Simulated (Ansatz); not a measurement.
Crystal: Ge3Pd.

```
CELL_PARAMETERS angstrom
4.14202 0.00000 0.00000
0.00000 4.14202 0.00000
0.00000 0.00000 4.14202
ATOMIC_POSITIONS crystal
Pd 0.00000 0.00000 0.00000
Ge 0.50000 0.50000 0.00000
Ge 0.50000 0.00000 0.50000
Ge 0.00000 0.50000 0.50000
```

The cell comes from a database or a generator and needn't be the stable form of this composition.

| Quantity | Value |
| --- | --- |
| Program | Ansatz 0.2.0 |
| Task | relaxation of cell and atoms |
| Functional | PBE0 |
| Potentials or basis | Ansatz PAW |
| Cutoff | 420 eV (not typed: the program's choice for these potentials) |
| k mesh | 4 × 4 × 4 |
| Occupations | fermi-dirac, width 0.05 eV |
| Spin | no spin polarisation |

At the start: volume 17.77 Å³/atom.

How do energy, volume and symmetry change on relaxing?

It ends after 6 steps and the volume is 17.14 Å³/atom (-3.5 %); space group Pm-3m (No. 221, to 0.05 Å).

The path:
```tsv
step	energy change (eV)	largest force (eV/Å)	volume (Å³)
1	0.0000	0.0000	71.06
2	-0.0232	0.0000	67.02
3	-0.0331	0.0000	68.94
4	-0.0341	0.0000	68.52
5	-0.0340	0.0000	68.56
6	-0.0323	0.0000	68.56
```

Final structure:
```cif
data_structure
_symmetry_space_group_name_H-M 'P 1'
_symmetry_Int_Tables_number 1
_cell_length_a 4.0928
_cell_length_b 4.0928
_cell_length_c 4.0928
_cell_angle_alpha 90.000
_cell_angle_beta 90.000
_cell_angle_gamma 90.000
_cell_volume 68.56
loop_
_atom_site_label
_atom_site_type_symbol
_atom_site_fract_x
_atom_site_fract_y
_atom_site_fract_z
_atom_site_occupancy
Pd1 Pd 0.00000 0.00000 0.00000 1
Ge1 Ge 0.50000 0.50000 0.00000 1
Ge2 Ge 0.50000 0.00000 0.50000 1
Ge3 Ge 0.00000 0.50000 0.50000 1
```

Caveat: the k mesh is coarse (spacing up to 0.38 Å⁻¹), so the values aren't converged, least of all with exact exchange; the plane-wave basis is chosen anew once the cell has moved, so the energies of steps on either side of that aren't comparable; the PAW data sets come from PBE, with cores solved anew for the run's functional, which leaves a small shift of forces and pressure.
